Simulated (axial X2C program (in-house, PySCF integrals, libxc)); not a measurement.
# InRu: from the state search to constants

Aim: find the lowest determinant of InRu, scan the bond at several levels and fit the constants, once spin-free and once with spin–orbit coupling.

The runs use an in-house X2C program for linear molecules on PySCF integrals; all-electron X2C, In dyall-cv3z, Ru dyall-cv3z.

All values are calculated.

## Step 1: Set-up

Input file task.json:

```json
{
 "zs": [
  49,
  44
 ],
 "q": 0,
 "bas": [
  "dyall-cv3z",
  "dyall-cv3z"
 ],
 "levels": [
  "PBE0",
  "HF",
  "PBE50"
 ],
 "cc": true,
 "r0": 2.67,
 "thr": -1.0,
 "nmax": 90,
 "npts": 10,
 "nst": 2,
 "ntry": 6
}
```

Keys: zs atomic numbers; q charge; bas basis sets; levels methods (HF also brings MP2); cc coupled cluster on or off; r0 starting distance in Å; thr threshold in hartree for freezing inner shells (an s shell follows its p shell); nmax most natural virtual spinors; npts points asked for on the curve; nst determinants followed; ntry starts of the search.

On the command line:

```sh
> python so2c.py task.json out
```

Spin-free means the one-electron spin-free X2C Hamiltonian; two-component (2c) means X2C with spin–orbit coupling and atomic mean-field two-electron Coulomb and Gaunt terms. Basis: In dyall-cv3z contracted to [11s12p9d4f1g], Ru dyall-cv3z contracted to [12s12p8d5f3g]; Gaussian nuclei, density fitting. Masses: In 114.904 u, Ru 101.904 u.

Notation: σ, π±, δ± give the projection m of an orbital's angular momentum (0, ±1, ±2), α and β its spin, Λ and M_S the sums; ω is the projection of a spinor's total angular momentum and Ω the sum. Logs are in hartree.

The results follow Hamiltonian by Hamiltonian and level by level.

## Step 2: Search for the lowest determinant

Determinants are compared with PBE0 at 2.670 Å.

Spin-free determinants:

| ΔE (eV) | state | open shells |
| --- | --- | --- |
| 0.00 | M_S = 3/2, Λ = 0 | beyond closed shells: σα, δ+α, δ-α |
| 0.45 | M_S = 3/2, Λ = 3 | beyond closed shells: σα, π+α, π+β, π-α, δ+α, δ+β, δ-α |
| 0.56 | M_S = 3/2, Λ = 2 | beyond closed shells: 2 × σα, δ+α, δ+β, δ-α |
| 0.68 | M_S = 3/2, Λ = 1 | beyond closed shells: π+α, π+β, π-α, δ+α, δ-α |
| 0.69 | M_S = 3/2, Λ = 2 | beyond closed shells: π+α, π-α, δ+α, δ+β, δ-α |
| 0.80 | M_S = 1/2, Λ = 0 | beyond closed shells: σβ, δ+α, δ-α |
| 1.07 | M_S = 5/2, Λ = 1 | beyond closed shells: 2 × σα, π+α, δ+α, δ-α |

Two-component determinants:

| ΔE (eV) | state | open shells |
| --- | --- | --- |
| 0.00 | Ω = 3/2 | excess of +ω over −ω: ω = 1/2, ω = -3/2, ω = 5/2 |
| 0.28 | Ω = 9/2 | excess of +ω over −ω: ω = 1/2, ω = 3/2, ω = 5/2 |
| 0.46 | Ω = 7/2 | excess of +ω over −ω: 2 × ω = 1/2, ω = 5/2 |
| 0.51 | Ω = 5/2 | excess of +ω over −ω: ω = 5/2 |
| 0.57 | Ω = 7/2 | excess of +ω over −ω: ω = -1/2, ω = 3/2, ω = 5/2 |
| 0.62 | Ω = 3/2 | excess of +ω over −ω: ω = 3/2 |
| 0.63 | Ω = 5/2 | excess of +ω over −ω: ω = 5/2 |

## Step 3: PBE0, spin-free

State followed: M_S = 3/2, Λ = 0 (beyond closed shells: σα, δ+α, δ-α). The scan is laid around 2.669 Å, a first estimate of the minimum, and this SCF restarts from the orbitals of the search.

The SCF at the reference distance of 2.669 Å:

```text
spin-free X2C-1e  PBE0
basis functions 279  fitting functions 1321  grid points 5802
iter        total energy     max residual
   1     -10410.782250217     2.56e-01
   2     -10410.784522092     3.63e-04
   3     -10410.784521333     2.06e-04
   4     -10410.784522498     9.75e-05
   5     -10410.784522806     3.02e-05
   6     -10410.784522826     5.85e-06
   7     -10410.784522829     3.86e-06
   8     -10410.784522832     1.78e-06
   9     -10410.784522834     7.57e-07
converged
one-electron -15196.12678537  Coulomb 4653.38738435  exact exchange -72.76068909  xc functional -222.75017524  nuclear repulsion 427.46574250
```

Along the bond, energies from the lowest point:

```csv
R (Å),E (eV),μ (D),HOMO (eV),LUMO (eV),iterations
2.322,0.4491,0.64,-4.65,-2.35,19
2.429,0.1960,0.73,-4.57,-2.27,18
2.509,0.0787,0.59,-4.56,-2.17,18
2.589,0.0164,0.38,-4.57,-2.04,16
2.669,0.0000,0.16,-4.57,-1.94,9
2.762,0.0249,-0.11,-4.57,-1.85,16
2.856,0.0832,-0.40,-4.56,-1.81,15
2.976,0.1905,-0.76,-4.53,-1.81,15
3.123,0.3493,-1.21,-4.48,-1.86,15
3.336,0.5996,-1.82,-4.40,-1.96,14
```

Dipoles are positive if Ru is the positive end.

Outer orbitals at the reference distance:

| symmetry | occupied | ε (eV) | atomic character |
| --- | --- | --- | --- |
| δ-β | yes | -20.74 | 100% In d |
| δ+β | yes | -20.74 | 100% In d |
| δ+α | yes | -20.73 | 100% In d |
| δ-α | yes | -20.73 | 100% In d |
| π-β | yes | -20.57 | 100% In d |
| π+β | yes | -20.57 | 100% In d |
| σβ | yes | -20.54 | 99% In d |
| π+α | yes | -20.53 | 100% In d |
| π-α | yes | -20.53 | 100% In d |
| σα | yes | -20.51 | 99% In d |
| σβ | yes | -9.44 | 66% In s, 12% Ru s, 12% Ru p |
| σα | yes | -9.34 | 58% In s, 20% Ru d, 11% Ru s |
| δ-α | yes | -8.18 | 100% Ru d |
| δ+α | yes | -8.18 | 100% Ru d |
| σα | yes | -7.22 | 77% Ru d, 11% Ru s, 9% In s |
| π-α | yes | -6.99 | 96% Ru d, 2% In p |
| π+α | yes | -6.99 | 96% Ru d, 2% In p |
| π-β | yes | -5.69 | 91% Ru d, 6% In p |
| π+β | yes | -5.69 | 91% Ru d, 6% In p |
| σα | yes | -4.84 | 44% Ru s, 38% In p, 7% In s |
| σβ | yes | -4.57 | 55% In p, 19% Ru s, 15% Ru d |
| δ+β | no | -1.94 | 99% Ru d |
| δ-β | no | -1.94 | 99% Ru d |
| σβ | no | -1.92 | 58% Ru d, 34% Ru s, 3% In p |
| π-α | no | -1.81 | 62% In p, 34% Ru p, 4% Ru d |

PBE0 fields in the half plane through the axis: z from -2.4 to 4.8 Å across, distance from the axis 0.15 to 2.25 Å upwards; In lies at z = 0 and Ru at z = 2.669 Å; the ELF is damped to zero where the density is low.

log10 density (e/bohr³). Ten even steps from ' ' (-3.86 ) to '@' (1.81 ):
```
        ....................................      
    ......::::::::::::::::::::::::::::::......    
  ....::::::::::::::::::::::::::::::::::::::....  
....::::::--------------------------------::::....
..::::::----==========------============----::::..
..::::----==++++++++==========++++++++++==----::..
..::----====++######++======++****##**++==----::..
..::----==++**##@@##**++====++**##@@##**++==--::::
```

ELF. Ten even steps from '0' (0.01 ) to '9' (0.95 ):
```
0012332100000122111111100
0246654311112333211222210
2578865322123443212233321
5899864322234543212233321
7999753222224543323333321
9998632444224445666532221
9998524777423337758632111
9998436373622237261631111
```

Re = 2.663 Å, ωe = 168.4 cm⁻¹, ωexe = 0.608 cm⁻¹, Be = 0.04403 cm⁻¹, De = 1.92 eV, μ = 0.18 D.

## Step 4: HF, spin-free

The SCF at the reference distance of 2.669 Å:

```text
spin-free X2C-1e  HF
basis functions 279  fitting functions 1321  grid points 5802
iter        total energy     max residual
   1     -10406.316414855     3.27e-01
   2     -10406.361516438     8.23e-03
   3     -10406.367171308     6.25e-03
   4     -10406.370136249     4.14e-03
   5     -10406.371595637     2.50e-03
   6     -10406.372627598     2.07e-03
   7     -10406.373052169     1.74e-03
   8     -10406.373297809     1.26e-03
   9     -10406.373585238     6.35e-04
  10     -10406.373662413     2.61e-04
  11     -10406.373675254     2.09e-04
  12     -10406.373682849     9.61e-05
  13     -10406.373684228     4.44e-05
  14     -10406.373684661     1.57e-05
  15     -10406.373684751     6.10e-06
  16     -10406.373684761     2.53e-06
  17     -10406.373684762     9.36e-07
converged
one-electron -15194.72007600  Coulomb 4652.13641503  exact exchange -291.25576630  xc functional 0.00000000  nuclear repulsion 427.46574250
```

Re = 2.904 Å, ωe = 114.9 cm⁻¹, ωexe = 0.612 cm⁻¹, Be = 0.03701 cm⁻¹, De = 0.394 eV, μ = -0.77 D. ⟨S²⟩ = 4.34 against 3.75 for a pure state, so this determinant mixes spins.

## Step 5: PBE50, spin-free

Output at 2.669 Å:

```text
spin-free X2C-1e  PBE50
basis functions 279  fitting functions 1321  grid points 5802
iter        total energy     max residual
   1     -10410.909142466     1.10e-01
   2     -10410.914967554     3.57e-03
   3     -10410.915062024     6.03e-03
   4     -10410.915914883     1.61e-03
   5     -10410.916075657     1.06e-03
   6     -10410.916224226     7.98e-04
   7     -10410.916329943     2.58e-04
   8     -10410.916344344     1.82e-04
   9     -10410.916348369     8.79e-05
  10     -10410.916349893     5.20e-05
  11     -10410.916350750     2.71e-05
  12     -10410.916350938     1.45e-05
  13     -10410.916351006     5.40e-06
  14     -10410.916351015     3.01e-06
  15     -10410.916351017     1.10e-06
converged
one-electron -15196.79707589  Coulomb 4654.13312577  exact exchange -145.57579678  xc functional -150.14234661  nuclear repulsion 427.46574250
```

Re = 2.698 Å, ωe = 163.4 cm⁻¹, ωexe = 0.486 cm⁻¹, Be = 0.04287 cm⁻¹, De = 1.52 eV, μ = 0.46 D.

## Step 6: MP2 and beyond, spin-free

Correlated methods: 11 electrons correlated (frozen shells, counted by type: In 4 s, 3 p, 2 d; Ru 4 s, 3 p, 1 d), 353 virtual spinors in MP2, 90 natural virtuals in coupled cluster.

Output of the correlated part at 2.669 Å:

```text
correlated 11  virtual 353  natural virtual 90  E(MP2) -0.269696626  MP2 remainder -0.017215413
iter   CCSD correlation   residual
   1     -0.251225478   1.56e-01
   2     -0.259295359   8.33e-02
   3     -0.263963276   5.09e-02
   4     -0.265294737   2.78e-02
   5     -0.266517286   1.48e-02
   6     -0.266732703   4.72e-03
   7     -0.266745754   1.74e-03
   8     -0.266763723   7.74e-04
   9     -0.266758198   3.95e-04
  10     -0.266761064   1.62e-04
  11     -0.266759340   7.66e-05
  12     -0.266759490   3.62e-05
  13     -0.266759231   1.95e-05
  14     -0.266759102   9.21e-06
  15     -0.266759012   4.41e-06
  16     -0.266758890   2.59e-06
  17     -0.266758823   1.21e-06
  18     -0.266758791   5.82e-07
  19     -0.266758772   2.80e-07
(T) -0.014924238  T1 0.0754  D1 0.1918  max T2 0.109
```

T1 in the output is the amplitude norm over the root of the electron number; divide by √2 for the Lee–Taylor value.

MP2: No constants are quoted: the reference is strongly spin-contaminated.

CCSD: Re = 2.732 Å, ωe = 163.8 cm⁻¹, ωexe = 0.429 cm⁻¹, Be = 0.04182 cm⁻¹, De = 1.52 eV. T1 at Re = 0.053 (Lee–Taylor, the printed value over √2).

CCSD(T): Re = 2.715 Å, ωe = 170.8 cm⁻¹, ωexe = 0.418 cm⁻¹, Be = 0.04236 cm⁻¹, De = 1.68 eV. T1 at Re = 0.053 (Lee–Taylor, the printed value over √2).

## Step 7: A higher determinant, spin-free

State: M_S = 3/2, Λ = 3 (beyond closed shells: σα, π+α, π+β, π-α, δ+α, δ+β, δ-α).

Output at the reference distance:

```text
spin-free X2C-1e  PBE0
basis functions 279  fitting functions 1321  grid points 5802
iter        total energy     max residual
   1     -10410.765674664     2.51e-01
   2     -10410.767889664     3.51e-04
   3     -10410.767890043     7.58e-05
   4     -10410.767889966     9.43e-05
   5     -10410.767890115     3.71e-05
   6     -10410.767890165     6.12e-06
   7     -10410.767890166     2.75e-06
converged
one-electron -15196.99087761  Coulomb 4654.26481801  exact exchange -72.75994620  xc functional -222.74762687  nuclear repulsion 427.46574250
```

```csv
R (Å),E above the lowest PBE0 point (eV)
2.322,0.966
2.429,0.670
2.509,0.549
2.589,0.483
2.669,0.453
2.762,0.454
2.856,0.486
2.976,0.559
3.123,0.680
```

Re = 2.712 Å, ωe = 141.3 cm⁻¹, Be = 0.04245 cm⁻¹, μ = -0.10 D. Te = 0.45 eV. As a difference of two determinants it need not be a gap between pure terms.

## Step 8: The spin-free curves together

Energy (eV) of the followed determinant, spin-free, from each level's lowest point:

```csv
R (Å),PBE0,HF,MP2 (spin-contaminated),CCSD,CCSD(T),PBE50
2.322,0.449,1.124,0.754,n/a,n/a,0.644
2.429,0.196,0.621,0.334,0.371,0.343,0.280
2.509,0.079,0.373,0.150,0.177,0.155,0.122
2.589,0.016,0.207,0.045,0.064,0.048,0.035
2.669,0.000,0.100,0.000,0.009,0.000,0.000
2.762,0.025,0.029,0.002,0.000,0.000,0.008
2.856,0.083,0.000,0.046,0.033,0.042,0.051
2.976,0.191,0.003,0.142,0.116,0.139,0.142
3.123,0.349,0.043,0.294,n/a,n/a,0.282
3.336,0.600,0.134,0.538,n/a,n/a,0.506
```

[end of part 1 of 2]
